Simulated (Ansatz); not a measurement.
# In4SbAs3: the cost of one run

Program: Ansatz 0.2.0. PAW datasets, plane waves, zero pressure. All values are calculated for a non-magnetic cell, which may be hypothetical.

## 1. The system as given

Space group P-4m2 (No. 115), tetragonal; a = 4.290 Å, c = 12.133 Å in the conventional setting, 27.91 Å³ an atom. Near As stand 4 In at 2.63 Å; near In stand 4 As at 2.63 Å; near In stand 2 Sb at 2.63 Å and 2 As at 2.63 Å; near Sb stand 4 In at 2.63 Å.

Structure file:

```
CELL_PARAMETERS angstrom
4.28975 0.00000 0.00000
0.00000 4.28975 0.00000
0.00000 0.00000 12.13325
ATOMIC_POSITIONS crystal
As 0.00000 0.00000 0.25000
In 0.00000 0.50000 0.12500
As 0.50000 0.50000 0.00000
In 0.50000 0.00000 0.87500
As 0.00000 0.00000 0.75000
In 0.00000 0.50000 0.62500
Sb 0.50000 0.50000 0.50000
In 0.50000 0.00000 0.37500
```

## 2. Relaxing with PBE

Input file input.yaml:

```yaml
crystal:
  lattice:
    - [4.2897505617, 0.0, 0.0]
    - [0.0, 4.2897505617, 0.0]
    - [0.0, 0.0, 12.1332468471]
  atoms:
    - { symbol: As, position: [0.0, 0.0, 0.25] }
    - { symbol: In, position: [0.0, 0.5, 0.125] }
    - { symbol: As, position: [0.5, 0.5, 0.0] }
    - { symbol: In, position: [0.5, 0.0, 0.875] }
    - { symbol: As, position: [0.0, 0.0, 0.75] }
    - { symbol: In, position: [0.0, 0.5, 0.625] }
    - { symbol: Sb, position: [0.5, 0.5, 0.5] }
    - { symbol: In, position: [0.5, 0.0, 0.375] }
kpoints:
  mp_grid: { grid: [6, 6, 2] }
hamiltonian:
  xc: pbe
scf:
  occupations: { method: fermi_dirac, width: 0.02 }
relax:
  f_tol: 0.005
  cell: {}
```

Run with:

```sh
$ ansatz run input.yaml --threads 4 --pin off --max-ram 6451MiB --backend cpu --events-out ev --progress --plain --runs-dir out
```

Q: Estimate wall time and peak memory on 4 threads of Arm Neoverse N1, shared host.

About 52 s, with a peak of 0.79 GiB.
